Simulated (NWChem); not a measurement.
**A workflow on the pair H2O···GeHF**

We compute a single-point energy (singlet GeH3OF, SVWN5/def2-TZVP), then a single-point energy (singlet H2O, SVWN5/def2-TZVP), then a single-point energy (singlet GeHF, SVWN5/def2-TZVP), then the energy (singlet H2O, SVWN5/def2-TZVP), then the energy (singlet GeHF, SVWN5/def2-TZVP) of FGeH3O and its partners. 

The calculation is run with NWChem 7.3.0.

## 1. The structure to begin with

The species is GeH3OF (6 atoms), meant as a singlet with charge 0. The two molecules were placed rigidly side by side, at 0.85 times their contact distance; the pair isn't optimised.

Bond lengths: F4–Ge5 1.757 Å, O1–H2 0.960 Å, O1–H3 0.960 Å, Ge5–H6 1.609 Å. Angles: F4–Ge5–H6 94.2°, H2–O1–H3 105.1°.

## 2. The energy at SVWN5/def2-TZVP (run 1)

Contents of fgeh3o.nw:

```
start fgeh3o
title "FGeH3O"
memory stack 880 mb heap 220 mb global 1100 mb
charge 0

geometry units bohr noautosym nocenter noautoz
  O  -0.57202010  0.37832317 -0.26569549
  H   0.88155724  1.03632581  0.59583065
  H  -0.30953714 -1.41464898 -0.33013515
  F   2.92282050 -0.58488913  7.75783597
  Ge  0.62294822  1.03662816  5.99717814
  H  -1.69920394 -0.56151322  7.13921522
end

basis spherical bse
  O library def2-TZVP
  H library def2-TZVP
  F library def2-TZVP
  Ge library def2-TZVP
end

dft
  xc slater vwn_5
  grid fine
  convergence energy 1e-08
  iterations 100
  mulliken
  noprint "final vectors analysis"
end

task dft energy
```

Command:

```
nwchem fgeh3o.nw > fgeh3o.out
```

What it wrote (excerpt; [...] marks lines left out):

```text
[...]
          Wavefunction type:  closed shell.
          No. of atoms     :     6
          No. of electrons :    52
[...]
          Charge           :     0
          Spin multiplicity:     1
[...]
          AO basis - number of functions:   128
[...]
              XC Information
              --------------
                        Slater Exchange Functional  1.000 local
                      VWN V Correlation Functional  1.000 local
[...]
 d= 0,ls=0.0,diis     1  -2249.4630651272 -2.42D+03  1.51D-02  2.99D+00     4.9
[...]
 d= 0,ls=0.0,diis    12  -2249.6138399099 -7.87D-09  3.49D-07  6.83D-09    32.2
         Total DFT energy =    -2249.613839909860
      One electron energy =    -3478.759077675161
           Coulomb energy =     1153.235360996491
    Exchange-Corr. energy =      -94.719445686261
 Nuclear repulsion energy =      170.629322455071
[...]
      Total Density - Mulliken Population Analysis
     ---------------------------------------------
    Atom       Charge   Shell Charges
 -----------   ------   -------------------------------------------------------
    1 O    8     8.61   0.78  1.19  0.59  0.89  0.36  1.93  1.81  1.04  0.00  0.02  0.00
    2 H    1     0.69   0.25  0.33  0.05  0.05
    3 H    1     0.67   0.25  0.33  0.04  0.05
    4 F    9     9.31   0.76  1.20  0.61  0.96  0.38  2.28  2.03  1.07  0.00  0.01  0.00
    5 Ge  32    31.71   2.00  2.00  1.18  0.78  1.16  0.78  5.98  4.43  1.56  0.99  0.62  8.82  1.10  0.14  0.12  0.04
    6 H    1     1.02   0.22  0.53  0.26  0.01
[...]
```

It took 33 s on 1 thread of Intel Xeon Platinum 8488C (Sapphire Rapids), shared host; peak memory 0.12 GiB.

## 3. H2O: the energy at SVWN5/def2-TZVP (run 2)

Contents of struct.nw:

```
start struct
memory 2200 mb

geometry units angstrom noautosym nocenter noautoz
  O       -0.302700       0.200200      -0.140600
  H        0.466500       0.548400       0.315300
  H       -0.163800      -0.748600      -0.174700
end

basis spherical bse
  O library def2-TZVP
  H library def2-TZVP
end

dft
  xc slater vwn_5
  grid fine
  convergence energy 1e-08
  iterations 100
  mulliken
  print low
end

task dft energy
```

Command:

```
nwchem struct.nw > struct.out
```

What it wrote (excerpt; [...] marks lines left out):

```text
[...]
 d= 0,ls=0.0,diis     1    -75.8562338916 -8.50D+01  1.73D-02  8.35D-01     0.3
[...]
 d= 0,ls=0.0,diis     8    -75.9009035451  1.09D-10  3.73D-07  2.24D-09     1.3
         Total DFT energy =      -75.900903545117
      One electron energy =     -122.972709613097
           Coulomb energy =       46.647371725273
    Exchange-Corr. energy =       -8.746867076063
 Nuclear repulsion energy =        9.171301418770
[...]
      Total Density - Mulliken Population Analysis
     ---------------------------------------------
    Atom       Charge   Shell Charges
 -----------   ------   -------------------------------------------------------
    1 O    8     8.65   0.78  1.19  0.59  0.88  0.37  1.94  1.80  1.07  0.00  0.02  0.00
    2 H    1     0.68   0.25  0.33  0.04  0.05
    3 H    1     0.68   0.25  0.33  0.04  0.05
[...]
```

Wall time 1.9 s (1 thread of Intel Xeon Platinum 8488C (Sapphire Rapids), shared host); peak memory 0.11 GiB.

## 4. GeHF: the energy at SVWN5/def2-TZVP (run 3)

Contents of fgeh.nw:

```
START fgeh
memory stack 880 mb heap 220 mb global 1100 mb
charge 0

GEOMETRY units angstroms noautosym nocenter noautoz
  F      1.546690    -0.309510     4.105270
  Ge     0.329650     0.548560     3.173570
  H     -0.899180    -0.297140     3.777910
END

BASIS spherical bse
  F library def2-TZVP
  Ge library def2-TZVP
  H library def2-TZVP
END

DFT
  xc slater vwn_5
  grid fine
  convergence energy 1e-08
  maxiter 100
  mulliken
  noprint "final vectors analysis"
END

TASK dft energy
```

Command:

```
nwchem fgeh.nw > fgeh.out
```

What it wrote (excerpt; [...] marks lines left out):

```text
[...]
          Wavefunction type:  closed shell.
          No. of atoms     :     3
          No. of electrons :    42
[...]
          Charge           :     0
          Spin multiplicity:     1
[...]
          AO basis - number of functions:    85
[...]
              XC Information
              --------------
                        Slater Exchange Functional  1.000 local
                      VWN V Correlation Functional  1.000 local
[...]
 d= 0,ls=0.0,diis     1  -2173.6016712144 -2.27D+03  2.08D-02  2.16D+00     2.5
[...]
 d= 0,ls=0.0,diis    12  -2173.7062808913 -1.21D-09  7.79D-08  9.51D-11    17.7
         Total DFT energy =    -2173.706280891258
      One electron energy =    -3231.604565010618
           Coulomb energy =     1044.661417561247
    Exchange-Corr. energy =      -85.976005482932
 Nuclear repulsion energy =       99.212872041044
[...]
      Total Density - Mulliken Population Analysis
     ---------------------------------------------
    Atom       Charge   Shell Charges
 -----------   ------   -------------------------------------------------------
    1 F    9     9.31   0.76  1.20  0.61  0.96  0.38  2.28  2.03  1.07  0.00  0.01  0.00
    2 Ge  32    31.66   2.00  2.00  1.18  0.78  1.16  0.79  5.98  4.43  1.56  0.99  0.58  8.82  1.10  0.14  0.10  0.04
    3 H    1     1.02   0.22  0.53  0.27  0.01
[...]
```

Wall time 18 s (1 thread of Intel Xeon Platinum 8488C (Sapphire Rapids), shared host); peak memory 0.11 GiB.

## 5. H2O among ghost functions: a single-point energy at SVWN5/def2-TZVP (with ghost functions) (run 4)

Contents of h2o.nw:

```
START h2o
TITLE "H2O energy"
memory 2200 mb
charge 0
GEOMETRY units atomic noautosym nocenter noautoz
O  -0.57202010  0.37832317 -0.26569549
H   0.88155724  1.03632581  0.59583065
H  -0.30953714 -1.41464898 -0.33013515
bqF      2.922820    -0.584889     7.757836
bqGe     0.622948     1.036628     5.997178
bqH     -1.699204    -0.561513     7.139215
END
BASIS spherical bse
O library def2-TZVP
H library def2-TZVP
bqF library F def2-TZVP
bqGe library Ge def2-TZVP
bqH library H def2-TZVP
END
DFT
xc slater vwn_5
mult 1
grid fine
convergence energy 1e-08
iterations 100
mulliken
print low
END
TASK dft energy
```

Command:

```
nwchem h2o.nw > h2o.out
```

What it wrote (excerpt; [...] marks lines left out):

```text
[...]
 d= 0,ls=0.0,diis     1    -75.8570207188 -8.50D+01  5.99D-03  8.34D-01     2.5
[...]
 d= 0,ls=0.0,diis     8    -75.9020495007  1.95D-10  1.76D-07  4.01D-09    16.8
         Total DFT energy =      -75.902049500661
      One electron energy =     -122.949483494722
           Coulomb energy =       46.619474017581
    Exchange-Corr. energy =       -8.743340761354
 Nuclear repulsion energy =        9.171300737834
[...]
      Total Density - Mulliken Population Analysis
     ---------------------------------------------
    Atom       Charge   Shell Charges
 -----------   ------   -------------------------------------------------------
    1 O    8     8.63   0.78  1.19  0.59  0.88  0.37  1.94  1.81  1.05  0.00  0.02  0.00
    2 H    1     0.67   0.25  0.33  0.04  0.05
    3 H    1     0.68   0.25  0.33  0.04  0.05
    4 X    0    -0.00   0.00 -0.00  0.00 -0.00  0.00 -0.00  0.00 -0.00  0.00 -0.00 -0.00
    5 X    0     0.02  -0.00 -0.00 -0.00  0.00 -0.00  0.00  0.00 -0.00  0.00 -0.00  0.01 -0.00  0.00 -0.00  0.01  0.00
    6 X    0     0.00   0.00 -0.00  0.00 -0.00
[...]
```

Run time: 17 s. Hardware: 1 thread of Intel Xeon Platinum 8488C (Sapphire Rapids), shared host; peak memory 0.12 GiB.

## 6. GeHF among ghost functions: a single-point energy at SVWN5/def2-TZVP (with ghost functions) (run 5)

Contents of fgeh.nw:

```
start fgeh
title "FGeH"
memory total 2200 mb

geometry units angstrom noautosym nocenter noautoz
  F        1.546690      -0.309510       4.105270
  Ge       0.329650       0.548560       3.173570
  H       -0.899180      -0.297140       3.777910
  bqO     -0.302700     0.200200    -0.140600
  bqH      0.466500     0.548400     0.315300
  bqH     -0.163800    -0.748600    -0.174700
end

basis spherical bse
  F library def2-TZVP
  Ge library def2-TZVP
  H library def2-TZVP
  bqO library O def2-TZVP
  bqH library H def2-TZVP
end

dft
  xc slater vwn_5
  grid fine
  convergence energy 1e-08
  iterations 100
  mulliken
  print low
end

task dft
```

Command:

```
nwchem fgeh.nw > fgeh.out
```

What it wrote (excerpt; [...] marks lines left out):

```text
[...]
 d= 0,ls=0.0,diis     1  -2173.6017890414 -2.27D+03  1.38D-02  2.16D+00     4.3
[...]
 d= 0,ls=0.0,diis    12  -2173.7064644055 -1.20D-09  5.28D-08  9.70D-11    31.1
         Total DFT energy =    -2173.706464405454
      One electron energy =    -3231.587917484860
           Coulomb energy =     1044.643811352854
    Exchange-Corr. energy =      -85.975230314492
 Nuclear repulsion energy =       99.212872041044
[...]
      Total Density - Mulliken Population Analysis
     ---------------------------------------------
    Atom       Charge   Shell Charges
 -----------   ------   -------------------------------------------------------
    1 F    9     9.31   0.76  1.20  0.61  0.96  0.38  2.28  2.03  1.07  0.00  0.01  0.00
    2 Ge  32    31.65   2.00  2.00  1.18  0.78  1.16  0.79  5.98  4.43  1.56  0.99  0.57  8.82  1.10  0.14  0.10  0.04
    3 H    1     1.03   0.22  0.53  0.27  0.01
    4 X    0    -0.00  -0.00  0.00 -0.00  0.00 -0.00  0.00 -0.00 -0.00  0.00 -0.00 -0.00
    5 X    0     0.01   0.00 -0.00  0.01 -0.00
    6 X    0     0.00   0.00 -0.00  0.00 -0.00
[...]
```

Wall time 32 s (1 thread of Intel Xeon Platinum 8488C (Sapphire Rapids), shared host); peak memory 0.12 GiB.

## 7. Outcome

| quantity | value |
| --- | --- |
| run 1, SVWN5/def2-TZVP: total energy | -2249.61384 Eh |
| run 1, SVWN5/def2-TZVP: dipole moment | 0.49 D |
| H2O: total energy | -75.90090 Eh |
| GeHF: total energy | -2173.70628 Eh |
| GeHF: dipole moment | 1.77 D |
| H2O among ghost functions: total energy | -75.90205 Eh |
| GeHF among ghost functions: total energy | -2173.70646 Eh |
| interaction energy of the rigid parts H2O and GeHF (parts in their own basis; closest atoms 2.86 Å apart) | -0.181 eV |
| interaction energy of the rigid parts H2O and GeHF (parts in the whole basis, counterpoise; closest atoms 2.86 Å apart) | -0.145 eV |

**Reading.** The interaction energy of the rigid parts H2O and GeHF (parts in their own basis; closest atoms 2.86 Å apart) is −0.18 eV (−17.5 kJ/mol): the parts attract. Without counterpoise this holds the superposition error of the basis. The interaction energy of the rigid parts H2O and GeHF (parts in the whole basis, counterpoise; closest atoms 2.86 Å apart) is −0.14 eV (−14.0 kJ/mol): the parts attract. The basis-set superposition error is 3.5 kJ/mol. Mulliken charges (run 1, SVWN5/def2-TZVP) run from -0.61 on O1 to +0.33 on H3; they depend strongly on the basis.
